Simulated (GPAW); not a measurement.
A calculation with GPAW 26.7.0 of Zr3MoC (ASE script, Cartesian positions):

Contents of run.py:

```python
from ase.filters import FrechetCellFilter
from ase.io import read, write
from ase.optimize import BFGS
from gpaw import GPAW, PW

atoms = read('Zr3MoC.xyz')

calc = GPAW(mode=PW(800),
            xc='PBE',
            kpts={'size': (5, 5, 5), 'gamma': True},
            occupations={'name': 'fermi-dirac', 'width': 0.05},
            nbands=49,
            convergence={'density': 1e-05, 'forces': 0.0001},
            maxiter=150,
            txt='gpaw.txt')
atoms.calc = calc
opt = BFGS(FrechetCellFilter(atoms), trajectory='relax.traj', logfile='-')
done = opt.run(fmax=0.02, steps=60)
calc.write('gs.gpw')
write('result.traj', atoms)
print('Converged:', done)
print('Cell:', atoms.cell.cellpar().round(4))
print('Volume:', round(atoms.get_volume(), 4))
print(atoms.get_scaled_positions().round(5))
```

Contents of Zr3MoC.xyz:

```xyz
5
Lattice="4.9425100000 0.0000000000 0.0000000000 0.0000000000 4.9425100000 0.0000000000 0.0000000000 0.0000000000 4.9425100000" Properties=species:S:1:pos:R:3 pbc="T T T"
Zr     2.4712550000      0.0000000000      0.0000000000
Zr     0.0000000000      2.4712550000      0.0000000000
Zr     0.0000000000      0.0000000000      2.4712550000
Mo     0.0000000000      0.0000000000      0.0000000000
C      2.4712550000      2.4712550000      2.4712550000
```

Potentials or basis: GPAW PAW data sets (gpaw-data 1.2.1), pw.

Run with:

```console
$ OMP_NUM_THREADS=1 python run.py
```

The cell was built by a generator and needn't be a form met in nature.

Problem. Write the same calculation in another form: ASE script, structure typed inline.

Solution. As run:

File run.py:

```python
from ase import Atoms
from ase.filters import FrechetCellFilter
from ase.io import write
from ase.optimize import BFGS
from gpaw import GPAW, PW

atoms = Atoms(['Zr', 'Zr', 'Zr', 'Mo', 'C'],
              cell=[[4.94251, 0.0, 0.0],
                    [0.0, 4.94251, 0.0],
                    [0.0, 0.0, 4.94251]],
              scaled_positions=[[0.5, 0.0, 0.0],
                                [0.0, 0.5, 0.0],
                                [0.0, 0.0, 0.5],
                                [0.0, 0.0, 0.0],
                                [0.5, 0.5, 0.5]],
              pbc=True)

calc = GPAW(mode=PW(800),
            xc='PBE',
            kpts={'size': (5, 5, 5), 'gamma': True},
            occupations={'name': 'fermi-dirac', 'width': 0.05},
            nbands=49,
            convergence={'density': 1e-05, 'forces': 0.0001},
            maxiter=150,
            txt='gpaw.txt')
atoms.calc = calc
opt = BFGS(FrechetCellFilter(atoms), trajectory='relax.traj', logfile='-')
done = opt.run(fmax=0.02, steps=60)
calc.write('gs.gpw')
write('result.traj', atoms)
print('Converged:', done)
print('Cell:', atoms.cell.cellpar().round(4))
print('Volume:', round(atoms.get_volume(), 4))
print(atoms.get_scaled_positions().round(5))
```

Potentials or basis: GPAW PAW data sets (gpaw-data 1.2.1), pw.

Command:

```sh
$ OMP_NUM_THREADS=1 python run.py
```

Both were run:

|  | ASE script, Cartesian positions | ASE script, structure typed inline |
| --- | --- | --- |
| Relaxed volume | 24.24 Å³/atom | 24.24 Å³/atom |
| Relaxed cell | a = 4.949 Å, b = 4.949 Å, c = 4.949 Å, α = 90.00°, β = 90.00°, γ = 90.00° | a = 4.949 Å, b = 4.949 Å, c = 4.949 Å, α = 90.00°, β = 90.00°, γ = 90.00° |
| Space group after relaxing (to 0.05 Å) | Pm-3m (No. 221) | Pm-3m (No. 221) |
| Energy gained by relaxing | 0.1 meV/atom | 0.1 meV/atom |
| Ionic steps | 3 | 3 |
| Pressure after relaxing | 0.0 GPa | 0.0 GPa |
| Band gap on the k mesh | none (metal or under the smearing width) | none (metal or under the smearing width) |

Keys that steer only the numerical path or the files written may differ.

Caveat: later steps reuse the first step's grids.
